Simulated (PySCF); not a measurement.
# CH4B3Cl2F: the cost of one run

Programs: PySCF 2.14.0, with density-fitted response routines of our own. Each step states its level of theory. These are calculated values for one molecule in the gas phase, unless marked as measured. Atoms are numbered from 0 throughout.

## Step 1: Starting geometry

11 atoms, charge 0, multiplicity 1; geometry from: GFN2-xTB. The atoms were then displaced at random by about 0.01 Å, so the start is not that level's minimum.

Bonds of the start (Å): F0–B1 1.33, B1–B2 1.67, B2–C3 1.55, C3–B4 1.62, B4–Cl5 1.73, B4–Cl6 1.71, B1–H7 1.20, B2–H8 1.18, C3–H9 1.10, C3–H10 1.09.

## Step 2: Optimising the geometry at PBE0-D3(BJ)/def2-SVP

The job: settings as JSON, then the geometry in Å.

```
{"job": {"xc": "PBE0", "basis": "def2-SVP", "d3": "d3bj", "grid": 1, "shake": 0.01, "kind": "geom"}, "charge": 0, "multiplicity": 1}
F      1.724390    -1.394700    -1.566260
B      1.844850    -0.620080    -0.495700
B      0.750370     0.570940    -0.083140
C     -0.458850     0.300160     0.848120
B     -1.729330    -0.004020    -0.109410
Cl    -2.675700     1.290160    -0.748010
Cl    -2.123060    -1.609960    -0.538590
H      2.850440    -0.862460     0.111880
H      0.895960     1.686660    -0.422010
H     -0.707670     1.173970     1.469470
H     -0.333280    -0.556500     1.517980
```

On the command line:

```sh
OMP_NUM_THREADS=1 python probes_run.py task.json out
```

The driver reads the jobs from task.json and runs them one after another.

**Question.** How long does this first job take on 1 thread of Arm Neoverse V2, shared host, and how much memory does it need?

About 32 s, with a peak of 0.53 GiB.
